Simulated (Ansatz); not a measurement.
The system is CdGe3.

```
CELL_PARAMETERS angstrom
-2.11466 2.11466 4.65673
2.11466 -2.11466 4.65673
2.11466 2.11466 -4.65673
ATOMIC_POSITIONS crystal
Cd 0.00000 0.00000 0.00000
Ge 0.50000 0.50000 0.00000
Ge 0.25000 0.75000 0.50000
Ge 0.75000 0.25000 0.50000
```

The cell comes from a database or a generator and needn't be the stable form of this composition.

```yaml
Program: Ansatz 0.2.0
Task: single point
Functional: PBE
Potentials_or_basis: Ansatz PAW
Cutoff: "420 eV (not typed: the program's choice for these potentials)"
k_mesh: 9 × 9 × 9
Occupations: fermi-dirac, width 0.05 eV
Spin: no spin polarisation
```

On this cell: pressure -0.7 GPa; largest force under 0.003 eV/Å; band gap on the k mesh none (metal or under the smearing width).

The same run follows on a disturbed copy (atoms moved at random, drawn with an rms of 0.05 Å):

```
CELL_PARAMETERS angstrom
-2.11466 2.11466 4.65673
2.11466 -2.11466 4.65673
2.11466 2.11466 -4.65673
ATOMIC_POSITIONS crystal
Cd 0.00224 0.01423 0.01310
Ge 0.50528 0.50840 0.00805
Ge 0.25398 0.75669 0.51627
Ge 0.76225 0.24813 0.50288
```

What does the disturbed cell give?

The energy (extrapolated to zero smearing) moves by +0.7 meV/atom; pressure -0.6 GPa; largest force 0.090 eV/Å; band gap on the k mesh none (metal or under the smearing width).

Forces in eV/Å, atoms in the order of the input:
```
Cd  -0.083  0.022 -0.025
Ge   0.072 -0.026 -0.015
Ge  -0.006  0.003  0.055
Ge   0.018  0.001 -0.016
```

Stress tensor (GPa, compression positive):
```
-0.77 -0.01 -0.10
-0.01 -1.18 -0.02
-0.10 -0.02  0.11
```
